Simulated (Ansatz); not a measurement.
# Sn2TeS3: from a guess to a relaxed structure, part 1 of 2

The task: take a trial cell of Sn2TeS3 to zero force and stress.

Program: Ansatz 0.2.0. Level of theory: DFT PBE, scalar-relativistic, plane waves, PAW. These are calculated values, not measurements.

## (1) The structure to begin with

It takes space group R-3m (No. 166, trigonal). The conventional cell has a = 6.270 Å, b = 6.270 Å, c = 15.687 Å, α = 90.00°, β = 90.00°, γ = 120.00°. Around Sn (site symmetry 3m) lie 9 S at 3.67 to 3.77 Å and 3 Te at 3.69 Å and 4 Sn at 3.83 to 3.88 Å. Te (site symmetry -3m) has 6 S at 3.18 Å and 6 Sn at 3.69 Å in its first shell of neighbours. S (site symmetry 2/m) is surrounded by 4 S at 3.13 Å and 2 Te at 3.18 Å and 6 Sn at 3.67 to 3.77 Å.

As a file:

```
Sn Te S
1.0
     3.13489    1.80993    5.22910
    -3.13489    1.80993    5.22910
     0.00000   -3.61986    5.22910
Sn Te S
2 1 3
Direct
  0.12220 0.12220 0.12220
  0.87780 0.87780 0.87780
  0.50000 0.50000 0.50000
  0.00000 0.50000 0.50000
  0.50000 0.00000 0.50000
  0.50000 0.50000 0.00000
```

A structure generator made this guess: species swapped into a database cell of Zr2AlFe3 (R-3m, No. 166), with Sn on the Zr sites, Te on the Al sites and S on the Fe sites. The dimensions are guesses.

## (2) A first look at the guess

File input.yaml:

```yaml
crystal:
  lattice:
    - [3.13488681, 1.80992774, 5.22909926]
    - [-3.13488681, 1.80992774, 5.22909926]
    - [0.0, -3.61985549, 5.22909926]
  atoms:
    - { symbol: Sn, position: [0.12220179, 0.12220179, 0.12220179] }
    - { symbol: Sn, position: [0.87779821, 0.87779821, 0.87779821] }
    - { symbol: Te, position: [0.5, 0.5, 0.5] }
    - { symbol: S, position: [0.0, 0.5, 0.5] }
    - { symbol: S, position: [0.5, 0.0, 0.5] }
    - { symbol: S, position: [0.5, 0.5, 0.0] }
basis:
  ecutwfc: 420
kpoints:
  mp_grid: { grid: [3, 3, 3] }
hamiltonian:
  xc: pbe
scf:
  occupations: { method: gaussian, width: 0.1 }
  lower_state_search: "off"
output:
  forces: true
  stress: true
  eigenvalues: true
```

Run with:

```
> ansatz run input.yaml --threads 1 --pin off --max-ram 2560MiB --backend cpu --events-out ev --progress --plain --runs-dir out
```

Log (excerpt; [...] marks lines left out):

```text
Warning: RAYON_NUM_THREADS=1 ignored (pool sized by the plan → 1); use --threads N
[...]
Pseudopotentials: kind: paw
Pseudopotential: Sn, paw, valence charge 14, recommended cutoff 420 eV (normal), Sn.paw.azcp
Pseudopotential: Te, paw, valence charge 16, recommended cutoff 420 eV (normal), Te.paw.azcp
Pseudopotential: S, paw, valence charge 6, recommended cutoff 420 eV (normal), S.paw.azcp
Functional definition: PBE
[...]
Crystal: 6 atoms, lattice volume = 178.017 Å³
Basis set: ecut = 420 eV, 3509 PW (Γ), exchange–correlation on 90×90×90 points (8 copies of the dense FFT grid, shifted against one another)
Bands: 38, of which v1, the nominal top of the filled ones, is band 31 counted from 1 (30 counted from 0)
Symmetry: 12 space group operations
[...]
SCF converged after 8 iterations
Free energy (F): -21730.373805 eV
[...]
E sigma→0 (E₀):  -21730.359491 eV
Entropy (-TS):   -0.028628 eV (-4.771 meV/atom)
Fermi energy:    6.339201 eV
[...]
--- Forces (eV/Å), atoms counted from 1 ---
  atom   1  Sn     0.00000000     0.00000000    -0.02702660
  atom   2  Sn    -0.00000000    -0.00000000     0.02702660
  atom   3  Te    -0.00000000     0.00000000    -0.00000000
  atom   4  S      0.00000000     0.00000000    -0.00000000
  atom   5  S      0.00000000     0.00000000    -0.00000000
  atom   6  S     -0.00000000     0.00000000     0.00000000
[...]
--- Stress (GPa, compression-positive) ---
       -8.417317      -0.000000       0.000000
       -0.000000      -8.417317      -0.000000
        0.000000      -0.000000      -7.582912
  P = ⅓ Tr σ = -8.1392 GPa (-81.392 kbar)
--- Band table (eV; the first three rows and the last of 6) ---
[...]
```

Run time: 11 s. Hardware: 1 thread of Intel Xeon at 2.50GHz (Skylake/Cascade Lake), shared host; peak memory 0.45 GiB.

The probe gives pressure -8.1 GPa, largest force 0.03 eV/Å, gap on this mesh none (metal). A guess like this is first relaxed loosely on the coarse mesh.

## (3) A loose first relaxation

input.yaml, as its differences from that of step 2:

```diff
@@ -25 +25,6 @@
   eigenvalues: true
+relax:
+  adjacent_minimum: "off"
+  f_tol: 0.04
+  max_steps: 70
+  cell: { stress_tol: 0.4 }
```

Run with:

```
> ansatz run input.yaml --threads 1 --pin off --max-ram 2560MiB --backend cpu --events-out ev --progress --plain --runs-dir out
```

Log:

```text
Warning: RAYON_NUM_THREADS=1 ignored (pool sized by the plan → 1); use --threads N
Engine: ansatz 0.2.0, x86_64-unknown-linux-gnu
[... 5 set-up lines as earlier in the session ...]
  parameter kappa = 0.804
  parameter beta = 0.06672455060314922
  exchange = pbe_x(kappa = kappa, mu = beta*pi^2/3)
  correlation = pbe_c(beta = beta)
Crystal: 6 atoms, lattice volume = 178.017 Å³
Basis set: ecut = 420 eV, 3509 PW (Γ), exchange–correlation on 90×90×90 points (8 copies of the dense FFT grid, shifted against one another)
Bands: 38, of which v1, the nominal top of the filled ones, is band 31 counted from 1 (30 counted from 0)
[... 1 set-up line as earlier in the session ...]
Space group: R-3m (ITA 166), of the structure as read, at distance tolerance 5.6e-5 Å
k-points: 6 of 27
Non-local potential: Sn, projectors of the file, l = 0: 2, l = 1: 2, l = 2: 2, l = 3: 2
Non-local potential: Te, projectors of the file, l = 0: 2, l = 1: 2, l = 2: 2, l = 3: 2
Non-local potential: S, projectors of the file, l = 0: 2, l = 1: 2, l = 2: 2
PAW form: soft (Blöchl's): semilocal exchange-correlation on the pseudo side does not see the compensation charge
PAW one-centre angular grid: Sn, 590 points (default); XC on 64 Gauss nodes
PAW one-centre angular grid: Te, 590 points (default); XC on 64 Gauss nodes
PAW one-centre angular grid: S, 110 points (default); XC on 64 Gauss nodes
Initial density: superposition of atomic densities (neutral atoms: chi_scale 0, normalization atom), corrected by the library's trained network
Initial wavefunctions: pseudopotential atomic-orbital guess
Functional: x = pbe(κ = 0.804, μ = 0.2195149727645171), c = pbe(β = 0.06672455060314922)
SCF iter   1: F=—  HF=-21730.406233 eV  |F-HF|=—  |Δ(HF+E_count)|=         —  Δρ=5.04e-3  dr2=1.75e-1  ethr=1.77e-3  ⟨swp⟩=8.8  Hψ=976  notcnv=0
preconditioner: auto → Resta (q_TF=auto, 2.288 Å⁻¹)  ε∞=7.1  [insulator: Δε(μ)=0.132 eV  Ē_g=6.389 eV  σ=0.100 eV  W_gap=0.52  n_scr=26 (ndim 8)  ℏωp=15.7 eV  f_vac=0.000  D(μ)=4.35/eV (n_scr^D=26)  ε∞_Penn≈7.1]
SCF iter   2: F=—  HF=-21730.380773 eV  |F-HF|=—  |Δ(HF+E_count)|=   2.55e-2  Δρ=2.39e-3  dr2=4.33e-2  ethr=2.82e-4  ⟨swp⟩=1.2  Hψ=277  notcnv=0
preconditioner: auto → Kerker (q_TF=auto, 2.288 Å⁻¹)  [metal: Δε(μ)=0.096 eV  Ē_g=6.331 eV  σ=0.100 eV  W_gap=0.44  n_scr=26 (ndim 8)  ℏωp=15.7 eV  f_vac=0.000  D(μ)=5.17/eV (n_scr^D=26)]
SCF iter   3: F=—  HF=-21730.374026 eV  |F-HF|=—  |Δ(HF+E_count)|=   6.75e-3  Δρ=7.21e-4  dr2=8.74e-4  ethr=6.98e-5  ⟨swp⟩=2.2  Hψ=275  notcnv=0
SCF iter   4: F=—  HF=-21730.373781 eV  |F-HF|=—  |Δ(HF+E_count)|=   2.44e-4  Δρ=2.28e-4  dr2=1.77e-4  ethr=1.41e-6  ⟨swp⟩=2.7  Hψ=469  notcnv=0
SCF iter   5: F=—  HF=-21730.373768 eV  |F-HF|=—  |Δ(HF+E_count)|=   1.35e-5  Δρ=1.01e-4  dr2=4.14e-5  ethr=2.86e-7  ⟨swp⟩=1.0  Hψ=222  notcnv=0
SCF iter   6: F=—  HF=-21730.373805 eV  |F-HF|=—  |Δ(HF+E_count)|=   3.73e-5  Δρ=2.76e-5  dr2=2.09e-6  ethr=6.68e-8  ⟨swp⟩=3.0  Hψ=446  notcnv=0
SCF iter   7: F=—  HF=-21730.373805 eV  |F-HF|=—  |Δ(HF+E_count)|=   1.61e-7  Δρ=6.54e-6  dr2=1.81e-7  ethr=3.37e-9  ⟨swp⟩=2.0  Hψ=365  notcnv=0
SCF iter   8: F=-21730.373805 eV  HF=-21730.373805 eV  |F-HF|=8.20e-9  |Δ(HF+E_count)|=   9.22e-9  Δρ=2.19e-6  dr2=2.20e-8  ethr=1.61e-10  ⟨swp⟩=10.2  Hψ=973  notcnv=0
SCF 1 converged in 8 iterations: F = -21730.373805 eV  dr2 = 2.20e-8
relax step   1: F+E_penalty+E_count = -21730.37380510 eV  Δ(F+E_penalty+E_count) = +0.000e0 eV  max|allowed force component| = 2.703e-2 eV/Å  Δτ_max = 0.0000 Å  P = -8.139 GPa  Ω = 178.017 Å³  (8 SCF iters, dr2 threshold 1.00e-7 eV, accepted)
Crystal: 6 atoms, lattice volume = 154.242 Å³
Basis set: ecut = 420 eV, 2999 PW (Γ), exchange–correlation on 90×90×90 points (8 copies of the dense FFT grid, shifted against one another)
Initial density: handed on by an earlier stage of this run
Initial wavefunctions: those handed on with the density
iter 1 solved again at ethr=2.74e-4 eV; its pass at ethr=3.10e-3 eV (dr2=1.70e-1 eV) is discarded
SCF iter   1: F=—  HF=-21731.422512 eV  |F-HF|=—  |Δ(HF+E_count)|=         —  Δρ=5.15e-3  dr2=1.69e-1  ethr=2.74e-4  ⟨swp⟩=1.8  Hψ=1260  notcnv=0
preconditioner: auto → Resta (q_TF=auto, 2.344 Å⁻¹)  ε∞=7.0  [insulator: Δε(μ)=0.126 eV  Ē_g=6.888 eV  σ=0.100 eV  W_gap=0.56  n_scr=26 (ndim 8)  ℏωp=16.9 eV  f_vac=0.000  D(μ)=5.57/eV (n_scr^D=52)  ε∞_Penn≈7.0]
SCF iter   2: F=—  HF=-21731.399926 eV  |F-HF|=—  |Δ(HF+E_count)|=   2.26e-2  Δρ=2.24e-3  dr2=3.51e-2  ethr=2.72e-4  ⟨swp⟩=1.0  Hψ=228  notcnv=0
preconditioner: auto → Kerker (q_TF=auto, 2.344 Å⁻¹)  [metal: Δε(μ)=0.106 eV  Ē_g=6.879 eV  σ=0.100 eV  W_gap=0.47  n_scr=26 (ndim 8)  ℏωp=16.9 eV  f_vac=0.000  D(μ)=5.40/eV (n_scr^D=52)]
SCF iter   3: F=—  HF=-21731.393705 eV  |F-HF|=—  |Δ(HF+E_count)|=   6.22e-3  Δρ=6.75e-4  dr2=1.13e-3  ethr=5.66e-5  ⟨swp⟩=1.8  Hψ=240  notcnv=0
SCF iter   4: F=—  HF=-21731.393559 eV  |F-HF|=—  |Δ(HF+E_count)|=   1.46e-4  Δρ=1.28e-4  dr2=3.87e-5  ethr=1.83e-6  ⟨swp⟩=2.5  Hψ=368  notcnv=0
SCF iter   5: F=—  HF=-21731.393595 eV  |F-HF|=—  |Δ(HF+E_count)|=   3.65e-5  Δρ=4.55e-5  dr2=4.73e-6  ethr=6.24e-8  ⟨swp⟩=2.2  Hψ=374  notcnv=0
SCF iter   6: F=-21731.393595 eV  HF=-21731.393595 eV  |F-HF|=4.27e-8  |Δ(HF+E_count)|=   8.18e-8  Δρ=1.05e-5  dr2=2.20e-7  ethr=9.68e-10  ⟨swp⟩=8.3  Hψ=1106  notcnv=0
SCF 2 converged in 6 iterations: F = -21731.393595 eV  dr2 = 2.20e-7
relax step   2: F+E_penalty+E_count = -21731.39359516 eV  Δ(F+E_penalty+E_count) = -1.020e0 eV  max|allowed force component| = 2.735e-2 eV/Å  Δτ_max = 0.0030 Å  P = -4.955 GPa  Ω = 154.242 Å³  energy of the carried Pulay correction = +2.116e-3 eV  (6 SCF iters, dr2 threshold 6.00e-7 eV, accepted)
Crystal: 6 atoms, lattice volume = 134.755 Å³
Basis set: ecut = 420 eV, 2639 PW (Γ), exchange–correlation on 90×90×90 points (8 copies of the dense FFT grid, shifted against one another)
iter 1 solved again at ethr=3.82e-4 eV; its pass at ethr=3.10e-3 eV (dr2=2.37e-1 eV) is discarded
SCF iter   1: F=—  HF=-21731.718846 eV  |F-HF|=—  |Δ(HF+E_count)|=         —  Δρ=6.91e-3  dr2=2.36e-1  ethr=3.82e-4  ⟨swp⟩=1.0  Hψ=1279  notcnv=0
preconditioner: auto → Kerker (q_TF=auto, 2.397 Å⁻¹)  [metal: Δε(μ)=0.077 eV  Ē_g=13.844 eV  σ=0.100 eV  W_gap=0.37  n_scr=26 (ndim 8)  ℏωp=23.1 eV  f_vac=0.000  D(μ)=5.12/eV (n_scr^D=52)]
SCF iter   2: F=—  HF=-21731.690739 eV  |F-HF|=—  |Δ(HF+E_count)|=   2.81e-2  Δρ=3.50e-3  dr2=7.35e-2  ethr=3.80e-4  ⟨swp⟩=1.0  Hψ=228  notcnv=0
SCF iter   3: F=—  HF=-21731.678240 eV  |F-HF|=—  |Δ(HF+E_count)|=   1.25e-2  Δρ=1.14e-3  dr2=1.57e-3  ethr=1.18e-4  ⟨swp⟩=1.5  Hψ=232  notcnv=0
SCF iter   4: F=—  HF=-21731.678023 eV  |F-HF|=—  |Δ(HF+E_count)|=   2.17e-4  Δρ=3.42e-4  dr2=3.08e-4  ethr=2.54e-6  ⟨swp⟩=2.0  Hψ=325  notcnv=0
SCF iter   5: F=—  HF=-21731.678000 eV  |F-HF|=—  |Δ(HF+E_count)|=   2.32e-5  Δρ=8.92e-5  dr2=1.14e-5  ethr=4.96e-7  ⟨swp⟩=1.3  Hψ=279  notcnv=0
SCF iter   6: F=—  HF=-21731.678001 eV  |F-HF|=—  |Δ(HF+E_count)|=   1.34e-6  Δρ=3.83e-5  dr2=4.66e-6  ethr=1.83e-8  ⟨swp⟩=2.5  Hψ=364  notcnv=0
SCF iter   7: F=-21731.678000 eV  HF=-21731.678000 eV  |F-HF|=1.59e-7  |Δ(HF+E_count)|=   6.39e-7  Δρ=8.38e-6  dr2=2.11e-7  ethr=9.68e-10  ⟨swp⟩=5.5  Hψ=993  notcnv=0
SCF 3 converged in 7 iterations: F = -21731.678000 eV  dr2 = 2.11e-7
relax step   3: F+E_penalty+E_count = -21731.67800018 eV  Δ(F+E_penalty+E_count) = -2.844e-1 eV  max|allowed force component| = 6.770e-2 eV/Å  Δτ_max = 0.0106 Å  P = +1.396 GPa  Ω = 134.755 Å³  energy of the carried Pulay correction = +4.086e-3 eV  (7 SCF iters, dr2 threshold 6.00e-7 eV, accepted)
[... from here on, the SCF cycles and remarks between the steps are left out ...]
relax step   4: F+E_penalty+E_count = -21731.69716575 eV  Δ(F+E_penalty+E_count) = -1.917e-2 eV  max|allowed force component| = 9.339e-2 eV/Å  Δτ_max = 0.0188 Å  P = -0.156 GPa  Ω = 138.313 Å³  energy of the carried Pulay correction = +3.704e-3 eV  (6 SCF iters, dr2 threshold 6.00e-7 eV, accepted)
relax step   5: F+E_penalty+E_count = -21731.71137077 eV  Δ(F+E_penalty+E_count) = -1.421e-2 eV  max|allowed force component| = 1.847e-1 eV/Å  Δτ_max = 0.0446 Å  P = -0.269 GPa  Ω = 138.670 Å³  energy of the carried Pulay correction = +3.662e-3 eV  (6 SCF iters, dr2 threshold 5.45e-7 eV, accepted)
relax step   6: F+E_penalty+E_count = -21731.76371843 eV  Δ(F+E_penalty+E_count) = -5.235e-2 eV  max|allowed force component| = 5.552e-1 eV/Å  Δτ_max = 0.0766 Å  P = -0.403 GPa  Ω = 139.143 Å³  energy of the carried Pulay correction = +3.608e-3 eV  (6 SCF iters, dr2 threshold 6.00e-7 eV, accepted)
relax step   7: F+E_penalty+E_count = -21732.02447553 eV  Δ(F+E_penalty+E_count) = -2.608e-1 eV  max|allowed force component| = 4.661e-1 eV/Å  Δτ_max = 0.1950 Å  P = -0.423 GPa  Ω = 140.723 Å³  energy of the carried Pulay correction = +3.436e-3 eV  (6 SCF iters, dr2 threshold 6.00e-7 eV, accepted)
relax step   8: F+E_penalty+E_count = -21732.06243768 eV  Δ(F+E_penalty+E_count) = -3.796e-2 eV  max|allowed force component| = 1.072e0 eV/Å  Δτ_max = 0.1968 Å  P = +1.180 GPa  Ω = 141.282 Å³  energy of the carried Pulay correction = +3.364e-3 eV  (6 SCF iters, dr2 threshold 6.00e-7 eV, accepted)
relax step   9: F+E_penalty+E_count = -21731.88575250 eV  Δ(F+E_penalty+E_count) = +1.767e-1 eV  max|allowed force component| = 1.008e-1 eV/Å  Δτ_max = 0.0595 Å  P = +6.223 GPa  Ω = 132.041 Å³  energy of the carried Pulay correction = +4.313e-3 eV  (7 SCF iters, dr2 threshold 6.00e-7 eV, rejected (line search))
relax step  10: F+E_penalty+E_count = -21732.17973863 eV  Δ(F+E_penalty+E_count) = -1.173e-1 eV  max|allowed force component| = 2.124e-1 eV/Å  Δτ_max = 0.0848 Å  P = -0.126 GPa  Ω = 142.493 Å³  energy of the carried Pulay correction = +3.227e-3 eV  (9 SCF iters, accepted)
relax step  11: F+E_penalty+E_count = -21732.17966944 eV  Δ(F+E_penalty+E_count) = +6.919e-5 eV  max|allowed force component| = 6.212e-2 eV/Å  Δτ_max = 0.0598 Å  P = +0.735 GPa  Ω = 142.454 Å³  energy of the carried Pulay correction = +3.217e-3 eV  (6 SCF iters, dr2 threshold 6.00e-7 eV, rejected (line search))
relax step  12: F+E_penalty+E_count = -21732.19098736 eV  Δ(F+E_penalty+E_count) = -1.125e-2 eV  max|allowed force component| = 7.385e-3 eV/Å  Δτ_max = 0.0401 Å  P = +0.044 GPa  Ω = 143.212 Å³  energy of the carried Pulay correction = +3.147e-3 eV  (7 SCF iters, accepted)
Initial wavefunctions: pseudopotential atomic-orbital guess (no wavefunctions were taken with the density)
iter 1 solved again at ethr=2.13e-7 eV; its pass at ethr=3.10e-3 eV (dr2=1.32e-4 eV) is discarded
SCF iter   1: F=—  HF=-21732.188792 eV  |F-HF|=—  |Δ(HF+E_count)|=         —  Δρ=1.25e-4  dr2=2.36e-6  ethr=2.13e-7  ⟨swp⟩=3.0  Hψ=1669  notcnv=0
preconditioner: auto → Kerker (q_TF=auto, 2.373 Å⁻¹)  [metal: Δε(μ)=0.192 eV  Ē_g=13.784 eV  σ=0.100 eV  W_gap=0.50  n_scr=34 (ndim 8)  ℏωp=22.4 eV  f_vac=0.000  D(μ)=2.58/eV (n_scr^D=14)]
SCF iter   2: F=—  HF=-21732.188846 eV  |F-HF|=—  |Δ(HF+E_count)|=   5.39e-5  Δρ=6.45e-5  dr2=6.66e-7  ethr=3.80e-9  ⟨swp⟩=2.0  Hψ=411  notcnv=0
SCF iter   3: F=—  HF=-21732.188862 eV  |F-HF|=—  |Δ(HF+E_count)|=   1.60e-5  Δρ=1.12e-5  dr2=4.62e-8  ethr=1.07e-9  ⟨swp⟩=2.0  Hψ=413  notcnv=0
SCF iter   4: F=-21732.188862 eV  HF=-21732.188862 eV  |F-HF|=7.79e-10  |Δ(HF+E_count)|=   3.01e-7  Δρ=9.16e-7  dr2=1.55e-9  ethr=6.19e-12  ⟨swp⟩=5.2  Hψ=1143  notcnv=0
SCF 13 converged in 4 iterations: F = -21732.188862 eV  dr2 = 1.55e-9
relax step  13: F+E_penalty+E_count = -21732.18886223 eV  Δ(F+E_penalty+E_count) = +2.125e-3 eV  max|allowed force component| = 7.204e-3 eV/Å  Δτ_max = 0.0000 Å  P = +0.041 GPa  Ω = 143.212 Å³  stress off target by 6.03e-2 GPa  SCF on the basis re-selected at this cell (its energy is not comparable with the rows above)  (4 SCF iters)
basis re-selected at this cell: Δ(F+E_penalty+E_count) = +2.125e-3 eV, ΔP = -0.003 GPa vs the last step (what re-selecting the basis moved, of the pressure what is left beyond the Pulay correction that the steps carried, after the strain that the cell walked since its last selection, with what the two solves' SCF thresholds leave and, on support functions, any second-order correction that the steps lacked; it is no measure of the basis error at this ecutwfc). This SCF's stress stands 6.03e-2 GPa from its target on what of the cell is left free (relax.cell.stress_tol is 4.00e-1 GPa) and its largest allowed force component is 7.20e-3 eV/Å (relax.f_tol is 4.00e-2 eV/Å): within both
SCF converged after 4 iterations
Free energy (F): -21732.188862 eV
Harris-Foulkes:  -21732.188862 eV  (|F-HF|=7.79e-10)
Internal energy: -21732.175960 eV  (E = F + TS)
E sigma→0 (E₀):  -21732.182411 eV
Entropy (-TS):   -0.012902 eV (-2.150 meV/atom)
Fermi energy:    8.912235 eV
--- Per-component energies (eV) ---
  E_band       = -433.537388
  E_kinetic    = 862.865609
  E_local      = -3415.943841  (includes V_loc(G=0)·N_el)
  E_nonlocal   = -288.658181
  E_hartree    = 2028.572403
  E_xc         = -1178.641503
  E_vxc        = -555.046924  (∫ρ·V_xc dr)
  E_paw        = -14728.483919  (= ΣΔE_a)
  E_vpaw       = -1093.901315  (= ΣTr[D̂ρ^β])
  E_aug_tail   = -0.000178  (compensation charges beyond the density's cutoff)
  E_ewald      = -5011.886349
  E_smearing   = -0.012902  (= −TS)
  E_closure    = 0.000000  (closes the sum)
  Σ components = -21732.188862   (vs F -21732.188862, Δ=0.00e0)
--- Forces (eV/Å), atoms counted from 1 ---
  atom   1  Sn     0.00000000     0.00000000    -0.00720353
  atom   2  Sn    -0.00000000    -0.00000000     0.00720353
  atom   3  Te    -0.00000000     0.00000000     0.00000000
  atom   4  S      0.00000000    -0.00000000     0.00000000
  atom   5  S      0.00000000     0.00000000    -0.00000000
  atom   6  S      0.00000000    -0.00000000    -0.00000000
  max |Σ_I F_I| component: 2.42e-29 eV/Å
--- Stress (GPa, compression-positive) ---
        0.031689      -0.000000       0.000000
       -0.000000       0.031689      -0.000000
        0.000000      -0.000000       0.060341
  P = ⅓ Tr σ = 0.0412 GPa (0.412 kbar)
--- Band table (eV; the first three rows and the last of 6) ---
  k-point 0: bands = ["-28.4174", "-28.3976", "-28.3976", "-28.3428", "-28.3428", "-12.9459", "-12.8574", "-12.8574", "-12.8421", "-12.8421", "-12.8280", "-12.8280", "-12.7751", "-12.7751", "-12.7077", "-5.7808", "-2.3366", "-2.3366", "-1.9061", "1.8719", "1.9164", "3.0650", "3.5339", "3.5339", "5.7065", "5.7174", "5.7174", "7.2744", "8.6150", "8.6150", "9.1362", "9.1362", "9.8984", "10.6881", "10.9767", "10.9767", "14.1207", "14.1207"]
  k-point 1: bands = ["-28.4174", "-28.3976", "-28.3976", "-28.3428", "-28.3428", "-12.9469", "-12.8642", "-12.8566", "-12.8420", "-12.8398", "-12.8309", "-12.8258", "-12.7764", "-12.7697", "-12.7056", "-5.2443", "-3.4557", "-2.4593", "-1.8864", "0.7698", "2.7785", "3.8278", "4.2700", "4.4936", "5.2177", "5.4537", "6.3572", "7.3254", "7.9553", "8.4057", "9.1860", "9.7728", "10.4556", "10.6047", "10.8781", "11.2332", "11.5810", "13.0043"]
  k-point 2: bands = ["-28.4174", "-28.3976", "-28.3976", "-28.3428", "-28.3428", "-12.9483", "-12.8657", "-12.8602", "-12.8431", "-12.8377", "-12.8301", "-12.8272", "-12.7743", "-12.7667", "-12.7040", "-5.1659", "-3.4926", "-2.4981", "-2.0450", "0.8596", "2.1459", "4.2287", "4.5331", "4.7879", "5.7333", "6.1982", "6.3576", "7.4888", "7.7581", "8.1109", "8.7000", "8.9121", "9.8842", "10.1591", "10.9283", "10.9880", "12.0002", "12.8251"]
  k-point 5: bands = ["-28.4174", "-28.3976", "-28.3976", "-28.3428", "-28.3428", "-12.9497", "-12.8656", "-12.8651", "-12.8421", "-12.8398", "-12.8285", "-12.8278", "-12.7683", "-12.7677", "-12.7025", "-5.0423", "-3.6472", "-2.4899", "-2.2221", "0.9532", "2.3295", "4.2875", "4.7332", "5.0817", "5.4771", "6.0503", "6.7361", "7.0685", "7.8034", "8.2190", "8.4192", "8.6886", "9.3994", "10.8630", "11.0800", "11.6116", "11.7843", "12.0547"]
--- Relaxed structure (12 steps of the walk, 10 accepted, 1 SCFs on fresh bases) ---
  F+E_penalty+E_count = -21732.18886223 eV   max|allowed force component| = 7.204e-3 eV/Å   (the final SCF, on the basis selected at the relaxed cell)
  cell:  # Å, volume = 143.2120 Å³
    - [2.76266493818649, 1.5950253440162603, 5.416668591506065]
    - [-2.76266493818649, 1.5950253440162603, 5.416668591506065]
    - [-1.110400811180515e-32, -3.1900506932118726, 5.416668589980921]
  atoms:
    - { symbol: Sn, position: [0.09028339647077838, 0.09028339647077838, 0.0902833964707784] }
    - { symbol: Sn, position: [0.9097166035292217, 0.9097166035292217, 0.9097166035292217] }
    - { symbol: Te, position: [0.49999999999999994, 0.49999999999999994, 0.5] }
    - { symbol: S, position: [5.551115123125783e-17, 0.5, 0.5] }
    - { symbol: S, position: [0.5, 5.551115123125783e-17, 0.5] }
    - { symbol: S, position: [0.5, 0.5, 5.551115123125783e-17] }
```

Wall time 2.3 min (1 thread of Intel Xeon at 2.50GHz (Skylake/Cascade Lake), shared host); peak memory 0.48 GiB.

The steps of the relaxation:

```
step  energy from step 1 (eV/cell)  largest force component (eV/Å)  pressure (GPa)  volume (Å³)
   1                        0.0000                          0.0270           -8.14       178.02
   2                       -1.0198                          0.0273           -4.95       154.24
   3                       -1.3042                          0.0677            1.40       134.76
   4                       -1.3234                          0.0934           -0.16       138.31
   5                       -1.3376                          0.1847           -0.27       138.67
   6                       -1.3899                          0.5552           -0.40       139.14
   7                       -1.6507                          0.4661           -0.42       140.72
   8                       -1.6886                          1.0719            1.18       141.28
   9                       -1.5119                          0.1008            6.22       132.04
  10                       -1.8059                          0.2124           -0.13       142.49
  11                       -1.8059                          0.0621            0.74       142.45
  12                       -1.8172                          0.0074            0.04       143.21
  13                       -1.8151                          0.0072            0.04       143.21
```

Step 1 is the start. Step 13 repeats the geometry before it on a plane-wave basis chosen anew for that cell, so its energy need not be comparable with the rows above. Steps 9, 11 were tried and not accepted.

Lengths and angles in the start's conventional setting:

|  | before | after | change |
| --- | --- | --- | --- |
| a (Å) | 6.270 | 5.525 | -11.9 % |
| b (Å) | 6.270 | 5.525 | -11.9 % |
| c (Å) | 15.687 | 16.250 | +3.6 % |
| volume (Å³/atom) | 29.67 | 23.87 | -19.6 % |
| shortest distance (Å) | 3.135 | 2.763 | -11.9 % |
| space group (0.01 Å) | R-3m | R-3m | same |

Forces and stress were held to the start's 12 operations: a distortion of lower symmetry was not tested.

(Continued in part 2 of 2.)
